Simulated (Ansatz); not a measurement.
# AlSi4NO8: melt and quench

Aim: for AlSi4NO8, make an amorphous cell by melting and quenching in short dynamics.

Method: DFT PBE, scalar-relativistic, plane waves, PAW, in Ansatz 0.2.0.

## (1) Starting point

The cell holds 14 atoms (AlNO8Si4): a = 5.758 Å, b = 5.906 Å, c = 5.975 Å, α = 91.49°, β = 89.29°, γ = 92.14°.

It is the last frame of an earlier stage of the same melt, run at 2880 K.

Coordinates:

```
CELL_PARAMETERS angstrom
5.75721 -0.10848 0.03555
-0.10848 5.90471 -0.07680
0.03555 -0.07680 5.97479
ATOMIC_POSITIONS crystal
Si 0.21254 0.40516 0.44397
Si 0.59106 0.36897 0.10573
Si 0.13954 0.05731 0.12797
Si 0.30351 0.71975 0.80798
O 0.19675 0.83291 0.03901
O 0.57210 0.52045 0.87152
O 0.92820 0.58736 0.28047
O 0.37681 0.17744 0.00799
O 0.12737 0.13101 0.39913
O 0.81215 0.20693 0.04798
O 0.46066 0.88335 0.61686
O 0.13381 0.59590 0.62719
Al 0.64288 0.67993 0.44583
N 0.42400 0.47828 0.29340
```

## (2) Dynamics at 1600 K

One k point, a Fermi-Dirac width of 0.138 eV and a fixed cell.

input.yaml

```yaml
crystal:
  lattice:
    - [5.757211, -0.10848, 0.03555]
    - [-0.10848, 5.904711, -0.076798]
    - [0.03555, -0.076798, 5.974794]
  atoms:
    - { symbol: Si, position: [0.2125391775, 0.4051610078, 0.4439735491] }
    - { symbol: Si, position: [0.5910601472, 0.3689748395, 0.1057344768] }
    - { symbol: Si, position: [0.1395352671, 0.0573079442, 0.127974315] }
    - { symbol: Si, position: [0.3035139318, 0.7197451228, 0.8079837236] }
    - { symbol: O, position: [0.1967504543, 0.8329134263, 0.0390093054] }
    - { symbol: O, position: [0.5721017939, 0.520452712, 0.8715211539] }
    - { symbol: O, position: [0.9282012792, 0.5873567492, 0.2804699677] }
    - { symbol: O, position: [0.3768108603, 0.1774409428, 0.0079906812] }
    - { symbol: O, position: [0.1273697959, 0.131005449, 0.3991304518] }
    - { symbol: O, position: [0.8121457451, 0.2069291964, 0.0479842731] }
    - { symbol: O, position: [0.4606599731, 0.8833454445, 0.6168582443] }
    - { symbol: O, position: [0.1338090308, 0.5958993851, 0.6271943976] }
    - { symbol: Al, position: [0.6428765371, 0.6799258797, 0.4458277445] }
    - { symbol: "N", position: [0.424001037, 0.478275205, 0.2933988563] }
  symmetry: { detect: false }
basis:
  ecutwfc: 420
  xc_grid: 1
kpoints:
  mp_grid: { grid: [1, 1, 1], shift: [0.25, 0.25, 0.25] }
hamiltonian:
  xc: pbe
scf:
  occupations: { method: fermi_dirac, width: 0.1379 }
  lower_state_search: "off"
  convergence: { dr2_threshold: 1.0e-05 }
output:
  forces: true
  stress: true
md:
  timestep: 2.0
  n_steps: 250
  ensemble: nvt_langevin
  friction: 0.03
  temperature: 1600.0
  initial_velocities: maxwell_boltzmann
  seed: 70097
```

Run with:

```bash
$ ansatz run input.yaml --threads 2 --pin off --max-ram 5120MiB --backend cpu --events-out ev --progress --plain --runs-dir out
```

Log, cut to the lines that bear on the results:

```text
Warning: scf.convergence.dr2_threshold = 1e-5 eV is looser than this run's default, which is 1e-7 eV or tighter. The error in the forces grows as the threshold's square root, so leave the key out unless less accurate forces are enough
Warning: output.stress: scf.convergence.dr2_threshold = 1e-5 eV is looser than the 1.4e-9 eV advised for a printed stress (1e-10 eV for each atom of the cell: 14). What an SCF threshold leaves in a stress goes as its square root, and in the free energy as the threshold itself, and one [...]
Warning: RAYON_NUM_THREADS=2 ignored (pool sized by the plan → 2); use --threads N
band count auto-derived: 51 (N_el = 72.0; filled up to band 36; 50 by the electrons, moments and atoms)
[...]
Pseudopotentials: kind: paw
Pseudopotential: Si, paw, valence charge 4, recommended cutoff 420 eV (normal), Si.paw.azcp
Pseudopotential: O, paw, valence charge 6, recommended cutoff 420 eV (normal), O.paw.azcp
Pseudopotential: Al, paw, valence charge 3, recommended cutoff 420 eV (normal), Al.paw.azcp
Pseudopotential: N, paw, valence charge 5, recommended cutoff 420 eV (normal), N.paw.azcp
Functional definition: PBE
[...]
Crystal: 14 atoms, lattice volume = 203.000 Å³
Basis set: ecut = 420 eV, 3951 PW (Γ)
Bands: 51, of which v1, the nominal top of the filled ones, is band 36 counted from 1 (35 counted from 0)
Symmetry: 1 space group operations
k-points: 1
[...]
SCF iter   1: F=—  HF=-8007.763482 eV  |F-HF|=—  |Δ(HF+E_count)|=         —  Δρ=5.60e-3  dr2=4.36e-2  ethr=1.77e-3  ⟨swp⟩=7.0  Hψ=261  notcnv=0  defer=2
[...]
md step     0: t =     0.00 fs  T =  1485.7 K  F+E_penalty+E_count = -8007.76040094 eV  E_kin = 2.688608 eV  P_inst = -1.5677 GPa  (7 SCF iters)
[...]
md step    10: t =    20.00 fs  T =  2931.1 K  F+E_penalty+E_count = -8012.18044640 eV  E_kin = 5.304223 eV  P_inst = -3.2228 GPa  (7 SCF iters)
[...]
md step    20: t =    40.00 fs  T =  2370.7 K  F+E_penalty+E_count = -8012.71866098 eV  E_kin = 4.290100 eV  P_inst = -9.4307 GPa  (7 SCF iters)
[...]
md step    30: t =    60.00 fs  T =  1964.9 K  F+E_penalty+E_count = -8012.84126095 eV  E_kin = 3.555833 eV  P_inst = -4.9289 GPa  (6 SCF iters)
[...]
md step    38: t =    76.00 fs  T =  1738.0 K  F+E_penalty+E_count = -8013.57090418 eV  E_kin = 3.145181 eV  P_inst = -1.8017 GPa  (5 SCF iters)
md step    39: t =    78.00 fs  T =  1902.4 K  F+E_penalty+E_count = -8013.80198122 eV  E_kin = 3.442642 eV  P_inst = -1.6727 GPa  (5 SCF iters)
```

## (3) The output, continued: Langevin dynamics at 1600 K from the last frame before

The log, continued, cut to the lines that bear on the results:

```text
md step    40: t =    80.00 fs  T =  2000.4 K  F+E_penalty+E_count = -8014.03838269 eV  E_kin = 3.619975 eV  P_inst = -1.7162 GPa  (6 SCF iters)
[...]
md step    69: t =   138.00 fs  T =  1753.7 K  F+E_penalty+E_count = -8013.27223885 eV  E_kin = 3.173509 eV  P_inst = -5.7747 GPa  (5 SCF iters)
[...]
md step    98: t =   196.00 fs  T =  1328.7 K  F+E_penalty+E_count = -8013.76864339 eV  E_kin = 2.404422 eV  P_inst = -7.5396 GPa  (5 SCF iters)
[...]
md step   127: t =   254.00 fs  T =  1419.9 K  F+E_penalty+E_count = -8013.46787072 eV  E_kin = 2.569537 eV  P_inst = -4.6725 GPa  (5 SCF iters)
[...]
md step   156: t =   312.00 fs  T =  1397.9 K  F+E_penalty+E_count = -8013.11753967 eV  E_kin = 2.529641 eV  P_inst = -4.9709 GPa  (5 SCF iters)
md step   157: t =   314.00 fs  T =  1330.9 K  F+E_penalty+E_count = -8013.27065542 eV  E_kin = 2.408454 eV  P_inst = -5.4030 GPa  (5 SCF iters)
md step   158: t =   316.00 fs  T =  1607.7 K  F+E_penalty+E_count = -8013.40296644 eV  E_kin = 2.909322 eV  P_inst = -5.4975 GPa  (5 SCF iters)
```

## (4) The output, continued: Langevin dynamics at 1600 K from the last frame before

Output, continued, cut to the lines that bear on the results:

```text
md step   159: t =   318.00 fs  T =  1491.2 K  F+E_penalty+E_count = -8013.36323792 eV  E_kin = 2.698601 eV  P_inst = -5.6990 GPa  (5 SCF iters)
[...]
md step   182: t =   364.00 fs  T =  1267.1 K  F+E_penalty+E_count = -8013.06199431 eV  E_kin = 2.292908 eV  P_inst = -5.1749 GPa  (5 SCF iters)
[...]
md step   205: t =   410.00 fs  T =  1729.9 K  F+E_penalty+E_count = -8013.17998039 eV  E_kin = 3.130491 eV  P_inst = -5.6241 GPa  (5 SCF iters)
[...]
md step   228: t =   456.00 fs  T =  2144.3 K  F+E_penalty+E_count = -8013.55892381 eV  E_kin = 3.880498 eV  P_inst = -2.5920 GPa  (5 SCF iters)
[...]
md step   249: t =   498.00 fs  T =  1400.1 K  F+E_penalty+E_count = -8012.38524162 eV  E_kin = 2.533752 eV  P_inst = -9.9159 GPa  (5 SCF iters)
[...]
md step   250: t =   500.00 fs  T =  1315.5 K  F+E_penalty+E_count = -8012.38092344 eV  E_kin = 2.380652 eV  P_inst = -9.8646 GPa  (6 SCF iters)
SCF converged after 6 iterations
Free energy (F): -8012.380923 eV
[...]
E sigma→0 (E₀):  -8012.380884 eV
Entropy (-TS):   -0.000079 eV (-0.006 meV/atom)
Fermi energy:    4.360700 eV
[...]
--- Forces (eV/Å), atoms counted from 1 ---
  atom   1  Si     0.60631497    -4.19688607     2.08265741
  atom   2  Si    -1.68637648     2.91223779     0.00712975
  atom   3  Si     0.10051977     1.65541668     0.23744087
  atom   4  Si    -1.64367873     1.20708043    -0.10335858
  atom   5  O      0.66505574    -0.70354082     0.30916907
  atom   6  O     -0.95239462     0.36005588     1.00800656
  atom   7  O     -2.34492410     1.73315519     0.99094145
  atom   8  O     -2.60049038    -1.92665934    -0.74088730
[...]
--- Stress (GPa, compression-positive) ---
      -18.172396       6.612960       7.317888
        6.612934      -7.686226      -4.480455
        7.317889      -4.480476      -7.492957
  P = ⅓ Tr σ = -11.1172 GPa (-111.172 kbar)
--- MD trajectory: 250 steps, t = 0.0 → 500.0 fs ---
  final state: T = 1315.5 K   F+E_penalty+E_count = -8012.38092344 eV   E_kin = 2.380652 eV
```

Wall time 2.2 min (2 threads of Arm Neoverse V2, shared host); peak memory 0.35 GiB.

## (5) What the atoms did

One step in 10; energies are changes from step 0; msd is the mean square displacement from the start, the centre of mass held:

```csv
time (fs),T (K),potential energy change (meV/atom),pressure (GPa),msd O (Å²),msd N (Å²),msd Si (Å²),msd Al (Å²)
0.0,1486,0.0,-1.6,0.000,0.000,0.000,0.000
20.0,2931,-315.7,-3.2,0.109,0.081,0.098,0.019
40.0,2371,-354.2,-9.4,0.160,0.069,0.128,0.042
60.0,1965,-362.9,-4.9,0.165,0.163,0.097,0.062
80.0,2000,-448.4,-1.7,0.312,0.380,0.114,0.166
100.0,1735,-433.0,-5.5,0.397,0.395,0.133,0.271
120.0,2067,-422.3,-4.5,0.319,0.293,0.150,0.358
140.0,1837,-404.3,-6.9,0.249,0.328,0.158,0.554
160.0,1565,-442.1,-4.8,0.242,0.164,0.092,0.316
180.0,1286,-411.0,-6.8,0.298,0.347,0.130,0.065
200.0,1192,-405.0,-5.7,0.241,0.293,0.134,0.014
220.0,1325,-459.6,-4.2,0.309,0.108,0.115,0.020
240.0,1188,-365.4,-4.0,0.495,0.052,0.140,0.087
260.0,1758,-384.3,-2.8,0.547,0.095,0.162,0.125
280.0,1175,-326.6,-7.3,0.535,0.372,0.121,0.134
300.0,1769,-426.7,-6.8,0.421,0.423,0.117,0.171
320.0,1500,-386.8,-5.4,0.293,0.635,0.165,0.118
340.0,2242,-354.6,-2.9,0.324,0.417,0.144,0.087
360.0,1534,-370.8,-3.7,0.310,0.152,0.152,0.061
380.0,1270,-366.4,-3.4,0.297,0.077,0.124,0.121
400.0,1446,-409.7,-4.4,0.349,0.212,0.150,0.041
420.0,1734,-404.7,-4.8,0.382,0.242,0.221,0.081
440.0,2163,-439.5,-4.4,0.407,0.065,0.147,0.102
460.0,1457,-390.0,-2.8,0.406,0.118,0.129,0.063
480.0,1686,-385.4,-7.0,0.392,0.079,0.106,0.101
500.0,1316,-330.0,-9.9,0.266,0.020,0.189,0.230
```

time (fs), T (K) and a bar:
```
      0.0       1486 ######
     22.0       2592 ##############################
     44.0       2218 ######################
     66.0       1998 #################
     86.0       1409 #####
    108.0       1682 ###########
    130.0       1600 #########
    152.0       1294 ##
    174.0       1383 ####
    196.0       1329 ###
    218.0       1566 ########
    240.0       1188 
    260.0       1758 ############
    282.0       1287 ##
    304.0       1726 ###########
    326.0       1550 ########
    348.0       1641 ##########
    370.0       1275 ##
    392.0       1862 ##############
    414.0       1376 ####
    434.0       1647 ##########
    456.0       2144 ####################
    478.0       1828 ##############
    500.0       1316 ###
```

Pair distribution over the second half of the run:

```
r (Å)  g O–O  g Si–O  g Si–Si
 0.68   0.00    0.00     0.00
 0.84   0.00    0.00     0.00
 1.00   0.00    0.00     0.00
 1.16   0.00    0.00     0.00
 1.32   0.00    0.00     0.00
 1.48   0.00    1.28     0.00
 1.64   0.00    8.49     0.00
 1.80   0.00    5.20     0.00
 1.96   0.00    0.45     0.00
 2.12   0.04    0.00     0.00
 2.28   0.60    0.00     0.00
 2.44   1.62    0.00     0.00
 2.60   2.30    0.06     0.00
 2.76   2.44    0.30     0.53
```

First peaks of g(r) (not always the tallest), and, where a minimum follows, the mean number of second-named atoms round a first-named one up to the next minimum:

```csv
pair,peak (Å),height,minimum (Å),neighbours
Si–O,1.72,8.5,2.12,3.5
```

## (6) Positions and forces

Extended XYZ, with forces in eV/Å:

```xyz
14
Lattice="5.757 -0.108 0.036 -0.108 5.905 -0.077 0.036 -0.077 5.975" Properties=species:S:1:pos:R:3:forces:R:3 pbc="T T T" time_fs=72.0 T=1735 dE=-5.5320
Si    1.108    2.396    2.524    0.995    5.541   -0.778
Si    3.229    2.105    0.446    1.552   -0.116   -0.973
Si    0.379    0.708    0.523    2.103   -3.019    0.285
Si    1.943    4.071    4.864   -2.690    4.879   -2.755
O     0.732    4.993   -0.284   -0.551    1.203    0.847
O     3.232    3.464    5.452    3.696   -4.354    2.954
O     5.365    3.535    2.009    1.622   -0.835    1.295
O     1.864    1.278    0.081   -0.453    0.284   -0.563
O     0.279    1.119    2.261   -0.260   -3.986   -2.779
O     4.685    1.071    0.110   -2.618    1.684   -0.390
O     2.829    5.022    3.745   -0.225   -0.926   -0.374
O     1.169    2.927    4.014   -0.766   -0.445    1.547
Al    3.881    3.855    2.884    0.277    0.333   -0.597
N     2.846    2.649    1.959   -2.677   -0.246    2.277
14
Lattice="5.757 -0.108 0.036 -0.108 5.905 -0.077 0.036 -0.077 5.975" Properties=species:S:1:pos:R:3:forces:R:3 pbc="T T T" time_fs=142.0 T=1865 dE=-5.6220
Si    1.091    2.747    2.294   -1.240   -0.023    1.518
Si    3.191    2.290    0.423    1.027   -0.369   -2.062
Si    0.395    0.825    0.164    2.067    0.497    2.239
Si    1.874    4.305    4.531    1.531    0.423    1.257
O     0.838    5.205   -0.399   -1.761    0.022   -0.457
O     3.349    3.601    5.405   -1.664    0.210   -1.727
O     5.568    3.702    1.869    0.172   -1.034    1.158
O     2.048    1.295   -0.226   -1.376    1.673    0.180
O     0.562    1.156    1.884    0.154    1.182   -0.899
O     4.589    1.377   -0.034    1.713   -0.764    0.100
O     2.601    4.839    3.166    1.387    1.416    2.464
O     0.899    3.112    4.007   -0.318   -1.408   -1.408
Al    4.091    3.718    2.905   -0.407    1.636   -0.266
N     2.811    2.928    1.967   -1.283   -3.463   -2.097
14
Lattice="5.757 -0.108 0.036 -0.108 5.905 -0.077 0.036 -0.077 5.975" Properties=species:S:1:pos:R:3:forces:R:3 pbc="T T T" time_fs=214.0 T=1670 dE=-6.9282
Si    0.975    2.604    2.475   -0.916    1.888    0.323
Si    3.253    2.367    0.264    1.708   -0.505    0.193
Si    0.626    0.954    0.245   -0.889    0.364   -1.436
Si    1.947    4.443    4.683   -0.363   -0.296   -1.154
O     0.838    5.306   -0.253    0.173   -1.805   -1.341
O     3.278    3.641    5.286    0.490    0.734    0.774
O     5.260    3.362    2.122    0.699    0.063    0.250
O     2.114    1.443   -0.364   -1.134   -0.484   -0.203
O     0.800    1.067    1.856   -1.507    0.161    1.149
O     4.841    1.480   -0.280    0.244    0.036    2.020
O     2.709    5.240    3.398   -0.530   -0.220    1.239
O     1.126    3.101    4.062   -0.387    0.736   -0.638
Al    3.680    4.120    2.515    1.123   -1.700    0.188
N     2.578    2.816    1.853    1.288    1.022   -1.364
14
Lattice="5.757 -0.108 0.036 -0.108 5.905 -0.077 0.036 -0.077 5.975" Properties=species:S:1:pos:R:3:forces:R:3 pbc="T T T" time_fs=286.0 T=1782 dE=-5.6792
Si    1.082    2.569    2.413   -0.574   -0.584   -0.108
Si    3.274    2.329    0.148   -2.342    0.000    1.693
Si    0.483    0.874    0.109    1.944    2.094    1.739
Si    1.799    4.508    4.514    0.489   -2.093   -0.451
O     0.486    5.397   -0.753   -0.097   -2.353   -0.883
O     3.114    3.783    5.466   -0.170    0.872   -1.128
O     5.463    3.553    2.270   -0.040   -1.097   -0.304
O     2.124    1.335   -0.457   -1.108   -0.332    0.538
O     0.950    0.832    1.729   -2.537    2.729    0.242
O     4.684    1.520    0.062    2.443   -0.648   -0.668
O     2.478    5.224    3.192    1.571   -2.058    1.082
O     1.259    2.895    4.039   -0.436    1.912   -0.496
Al    3.698    3.857    2.626    1.675    1.901    0.540
N     2.738    2.655    1.842   -0.821   -0.343   -1.788
14
Lattice="5.757 -0.108 0.036 -0.108 5.905 -0.077 0.036 -0.077 5.975" Properties=species:S:1:pos:R:3:forces:R:3 pbc="T T T" time_fs=358.0 T=1458 dE=-5.0640
Si    0.945    2.552    2.227   -0.593    0.162    1.071
Si    3.309    2.097    0.081    2.010    3.092    1.056
Si    0.477    0.827    0.034    3.772   -2.032   -0.096
Si    1.974    4.137    4.550   -1.952    1.210   -3.027
O     0.884    5.088   -0.584   -1.878    3.246    1.328
O     3.152    3.555    5.359    4.010   -2.334    2.665
O     5.409    3.182    1.431   -1.293    0.950    2.089
O     2.036    1.482   -0.473   -4.622   -3.663   -1.562
O     0.684    0.946    1.753   -1.354   -0.269   -1.700
O     4.886    1.346   -0.646   -1.841   -0.040    2.278
O     2.948    4.757    3.357   -0.102    1.041   -0.685
O     0.880    3.024    3.909    0.358   -0.264   -3.041
Al    3.770    3.808    2.172    2.075    0.752    1.065
N     2.544    2.720    1.688    1.408   -1.852   -1.435
14
Lattice="5.757 -0.108 0.036 -0.108 5.905 -0.077 0.036 -0.077 5.975" Properties=species:S:1:pos:R:3:forces:R:3 pbc="T T T" time_fs=428.0 T=1455 dE=-5.6639
Si    0.986    2.636    2.194    2.632   -2.368   -1.793
Si    3.320    2.087    0.088    3.020    2.215   -0.343
Si    0.572    0.860   -0.201    2.087   -2.363   -0.709
Si    2.059    4.135    4.418   -3.893    3.166   -1.543
O     0.726    5.178   -0.846    0.536   -0.991   -0.347
O     3.392    3.586    5.050    1.673   -3.028    1.965
O     5.537    3.505    2.063   -3.605    2.291   -0.779
O     2.336    1.105   -0.535   -4.675   -1.425   -1.577
O     0.650    1.204    1.350    0.142    0.828    3.267
O     4.709    1.082   -0.297   -0.340    1.850   -0.680
O     2.797    5.118    3.201   -1.407   -0.838    1.160
O     1.142    2.745    3.812    1.502    1.216    1.614
Al    3.777    3.963    2.460    2.430   -1.888   -1.670
N     2.715    2.735    1.538   -0.098    1.332    1.425
14
Lattice="5.757 -0.108 0.036 -0.108 5.905 -0.077 0.036 -0.077 5.975" Properties=species:S:1:pos:R:3:forces:R:3 pbc="T T T" time_fs=500.0 T=1316 dE=-4.6205
Si    0.920    3.092    1.972    0.606   -4.197    2.083
Si    3.469    2.111    0.032   -1.686    2.912    0.007
Si    0.577    0.690    0.233    0.101    1.655    0.237
Si    1.964    4.110    4.465   -1.644    1.207   -0.103
O     0.634    5.161   -0.689    0.665   -0.704    0.309
O     3.426    3.198    4.668   -0.952    0.360    1.008
O     5.418    3.887    1.633   -2.345    1.733    0.991
O     2.238    1.120   -0.038   -2.600   -1.927   -0.741
O     0.139    1.367    1.780    2.574    0.137   -1.303
O     4.859    1.403   -0.345    1.605   -1.267   -0.071
O     2.588    5.197    3.409    1.469   -0.064   -0.337
O     0.967    3.046    3.677    0.261    0.764   -0.311
Al    3.905    4.274    2.629   -1.255   -1.947   -1.565
N     2.512    3.105    1.374    3.202    1.335   -0.204
```

## (7) Summary of the stages

Means over the second half of each stage, earlier sessions' stages included (the first, hottest stages at a lower cutoff are left out); the pressure holds its kinetic part:

```
thermostat (K)  duration (fs)  mean T (K)  mean P (GPa)  mean potential energy over the last stage (meV/atom)  largest msd at the end (Å²)  wall time
          4000            500        3899           2.3                                                   926                         6.74    2.7 min
          2880            500        3153          -4.3                                                   324                         2.73    2.5 min
          1600            500        1610          -4.7                                                     0                         0.27    2.2 min
```

## (8) What came out

| quantity | value |
| --- | --- |
| 1600 K: length | 250 steps of 2 fs |
| 1600 K: temperature, first and last step | 1486 and 1316 K |
| 1600 K: temperature, second half | mean 1610 K, from 1036 to 2417 K |

What this shows: Against a set 1600 K the second half averages 1610 K with a spread of 304 K (in equilibrium 14 atoms would scatter by about 349 K, over a far longer run). The set temperature drops by 2400 K in 1000 fs, about 2×10^15 K/s: far faster than any laboratory quench, and in so small a cell the end may be disordered or ordered by chance. A run of 500 fs with 14 atoms shows the motion but fixes no equilibrium value.
